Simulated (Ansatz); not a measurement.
# BrClH2OSSi: one species, many methods

An exercise on one series of results from a longer session: the logs are not shown, and one member is left open.

Computed with Ansatz 0.2.0, Gaussian basis. Level: functionals in def2-TZVPP, the program's frozen cores in correlated methods.

The runs, in order: LDA (SPW92), PBE-D4, revPBE-D4, BLYP-D4, r2SCAN-D4, B97M-V, PBE0-D4, B3LYP-D4, r2SCANh-D4, r2SCAN0-D4, HSE06-D4, BHLYP-D4, CAM-B3LYP-D4, LC-ωPBE, ωB97X-V, ωB97M-V, B2PLYP, PBE-QIDH; CCSD(T)/def2-SVP; CCSD(T)/def2-TZVPP; MP2/def2-QZVPP; extrapolation to the limit; RPA on PBE.

## Structure used throughout

All runs share one geometry, relaxed beforehand with PBE0-D4 in a triple-zeta def2 set.

SMILES `O[Si](S)(Cl)Br`, 7 atoms, charge 0, spin multiplicity 1.

Atoms are counted from 1 here; the program's logs count them from 0.

Bond lengths: O1–Si2 1.621 Å, O1–H6 0.959 Å, Si2–S3 2.104 Å, Si2–Cl4 2.042 Å, Si2–Br5 2.215 Å, S3–H7 1.344 Å. Angles: Si2–O1–H6 118.3°, O1–Si2–S3 104.4°, O1–Si2–Cl4 112.0°, O1–Si2–Br5 109.8°, S3–Si2–Cl4 111.3°, S3–Si2–Br5 113.4°, Cl4–Si2–Br5 106.0°, Si2–S3–H7 92.8°.

Set-up of the first run:

in.yaml reads:

```yaml
crystal:
  periodic: [false, false, false]
  atoms:
    - {symbol: O, position_ang: [-1.306732, 0.286114, 0.944125]}
    - {symbol: Si, position_ang: [-0.085427, 0.046242, -0.094927]}
    - {symbol: S, position_ang: [1.286701, -1.136682, 0.974426]}
    - {symbol: Cl, position_ang: [-0.703833, -0.894160, -1.798992]}
    - {symbol: Br, position_ang: [0.745866, 1.995403, -0.739025]}
    - {symbol: H, position_ang: [-1.894194, 1.029200, 0.791705]}
    - {symbol: H, position_ang: [2.018819, -1.394218, -0.122913]}
basis:
  gaussian: {orbitals: def2-TZVPP}
hamiltonian: {xc: lda}
output: {orbitals: {seedname: orbitals}}
```

The run is started by

```bash
ansatz run in.yaml --threads 4 --pin off --events-out ev --progress --plain --max-ram 10444MiB
```

Steps of the session up to this table: LDA; PBE-D4 (GGA); revPBE-D4 (GGA); BLYP-D4 (GGA); r2SCAN-D4 (meta-GGA); B97M-V (meta-GGA); PBE0-D4 (hybrid); B3LYP-D4 (hybrid); r2SCANh-D4 (hybrid); r2SCAN0-D4 (hybrid); HSE06-D4 (hybrid); BHLYP-D4 (hybrid); CAM-B3LYP-D4 (range-separated); LC-ωPBE (range-separated); ωB97X-V (range-separated); ωB97M-V (range-separated); B2PLYP (double hybrid); PBE-QIDH (double hybrid).

One table of the session follows, with a row left open; its other results are not shown here.

It belongs to the step «Frontier levels by functional». 

```
  functional  HOMO (eV)  gap (eV)
 LDA (SPW92)      -6.81      5.16
      PBE-D4      -6.68      5.26
   revPBE-D4      -6.63      5.30
     BLYP-D4      -6.49      5.20
   r2SCAN-D4      -6.99      5.85
      B97M-V      -7.07      5.99
     PBE0-D4      -7.94      7.45
    B3LYP-D4      -7.67      6.95
  r2SCANh-D4      -7.45      6.64
  r2SCAN0-D4      -8.14      7.82
    HSE06-D4      -7.54      6.68
    BHLYP-D4      -9.03      9.60
CAM-B3LYP-D4      -9.25      9.88
     LC-ωPBE     -10.68     12.49
     ωB97X-V     -10.30     12.02
     ωB97M-V          ?         ?
```

Q: Estimate the row for ωB97M-V from the others.

As computed: HOMO (eV): -10.11; gap (eV): 11.66. In the column «HOMO (eV)» it lies between ωB97X-V (-10.30) and CAM-B3LYP-D4 (-9.25).
